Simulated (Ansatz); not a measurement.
Run this with Ansatz 0.2.0 through its Python package and show what comes out.

`run_drho.py`
```python
'''Density of La3Zn less that of its sublattices.'''

import ansatz as az
import numpy as np

vectors0 = np.array([
    [4.96366, 0.0, 0.0],
    [0.0, 4.96366, 0.0],
    [0.0, 0.0, 4.96366],
])
sites = [
    ('La', (0.0, 0.5, 0.5)),
    ('La', (0.5, 0.0, 0.5)),
    ('La', (0.5, 0.5, 0.0)),
    ('Zn', (0.0, 0.0, 0.0)),
]


def build(cell):
    crystal = az.Crystal(lattice=az.Lattice.of(cell))
    for symbol, position in sites:
        crystal = crystal.atom(symbol, position)
    return crystal

# same cell, cutoff and mesh for the crystal and its parts
def solve(crystal):
    return (
        crystal.calculation()
        .functional('pbesol')
        .occupations('gaussian', width=0.15)
        .scf(max_iterations=200, extra_bands=8)
        .basis(460, grid_basis='typed')
        .kpoints(5, 5, 5)
        .density()
        .run(threads=1)
    )


whole = solve(build(vectors0))
difference = whole.density().channels[0].density_e_per_ang3.copy()
binding = whole.report['free_energy_ev']
for element in ['La', 'Zn']:
    part = az.Crystal(lattice=az.Lattice.of(vectors0))
    for symbol, position in sites:
        if symbol == element:
            part = part.atom(symbol, position)
    alone = solve(part)
    difference -= alone.density().channels[0].density_e_per_ang3
    binding -= alone.report['free_energy_ev']
    print(f'{element} sublattice: {alone.report["n_electrons"]:g} electrons, {alone.report["n_iterations"]} iterations')

voxel = abs(np.linalg.det(vectors0)) / difference.size
print(f'energy of the crystal less its unpolarised sublattices: {binding / len(sites):.4f} eV/atom')
print(f'net charge of the difference {difference.sum() * voxel:.5f} e, charge rearranged {0.5 * np.abs(difference).sum() * voxel:.3f} e')
print(f'extremes {difference.min():.4f} and {difference.max():.4f} e/A^3')
for (symbol, position) in sites:
    index = tuple(int(round(p * n)) % n for p, n in zip(position, difference.shape))
    print(f'  change of the pseudo-density at the grid point nearest {symbol}: {difference[index]:+.4f} e/A^3')
```

`python run_drho.py` gives:
```text
La sublattice: 33 electrons, 7 iterations
Zn sublattice: 12 electrons, 8 iterations
energy of the crystal less its unpolarised sublattices: -0.9008 eV/atom
net charge of the difference -0.00000 e, charge rearranged 0.491 e
extremes -0.1220 and 0.0188 e/A^3
  change of the pseudo-density at the grid point nearest La: +0.0037 e/A^3
  change of the pseudo-density at the grid point nearest La: +0.0037 e/A^3
  change of the pseudo-density at the grid point nearest La: +0.0037 e/A^3
  change of the pseudo-density at the grid point nearest Zn: -0.1220 e/A^3
```

The settings weren't tested for convergence. The fields are valence quantities on the plane-wave grid; their values near the nuclei depend on the potentials. The structure comes from a database of computed cells and needn't be a stable or known phase. Charge moved counts every rearrangement, bonding and polarisation too, and is no transfer between atoms; the bare sublattices are artificial references. Values near the nuclei depend on the potentials. Wall time of the script: 6.1 s on 1 thread of Arm Neoverse V1 (shared host), peak memory 0.43 GiB.
